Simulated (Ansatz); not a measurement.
**MoNH+ (quartet): from Hartree-Fock to the top rungs, def2-TZVPP**

An exercise on one series of results from a longer session: the logs are not shown, and one member is left open.

Computed with Ansatz 0.2.0, Gaussian basis. Level: def2-TZVPP, core rule «outside noble gas», up to 5 orbitals frozen.

The runs, in order: UHF; ROHF; CCSD(T) on UHF.

2 further runs of the same task are left out: 2 set aside as unsound or not needed.

### The system

The geometry is a PBE0/def2-TZVP stationary point (not a proven minimum) of the parent state, kept for this charge and spin. No spin-orbit coupling is included. Elements past krypton take def2 core potentials.

3 atoms, charge 1, spin multiplicity 4.

Atoms are counted from 1 here; the program's logs count them from 0.

Bond lengths: Mo1–N2 1.671 Å, N2–H3 1.015 Å. Angles: Mo1–N2–H3 180.0°.

Geometry (Å):

```xyz
3
HMoN
Mo    0.00000    0.00000    1.45243
N     0.00000    0.00000   -0.21887
H     0.00000    0.00000   -1.23357
```

The first run:

Input file in.yaml:

```yaml
crystal:
  periodic: [false, false, false]
  atoms:
    - {symbol: Mo, position_ang: [0.000000, 0.000000, 1.452433]}
    - {symbol: N, position_ang: [0.000000, 0.000000, -0.218867]}
    - {symbol: H, position_ang: [0.000000, 0.000000, -1.233567]}
basis:
  gaussian: {orbitals: def2-TZVPP}
total_charge: 1
magnetization: {spin_polarized: true, initial_magnetization: 3}
hamiltonian: {xc: hf}
output: {orbitals: {seedname: orbitals}}
```

Command:

```sh
$ ansatz run in.yaml --threads 1 --pin off --events-out ev --progress --plain --max-ram 4096MiB --backend cpu
```

Among the steps run: UHF; ROHF; CCSD(T) on UHF.

One table of the session follows, with a row left open; its other results are not shown here.

It belongs to the step «Misses and costs». 

```
  method  from UCCSD(T) (kcal/mol)
    ROHF                   +245.36
     UHF                         ?
    UMP2                    +34.79
   UCCSD                    +12.44
UCCSD(T)                         0
```

**Question.** Estimate the row for UHF.

**Answer.** from UCCSD(T) (kcal/mol): +220.72. In the column «from UCCSD(T) (kcal/mol)» it lies between UMP2 (+34.79) and ROHF (+245.36).

Limits of these values: The determinant is far from a pure spin state, so its energy mixes those of several spin states (harmless only where they are near-degenerate, as at dissociation).
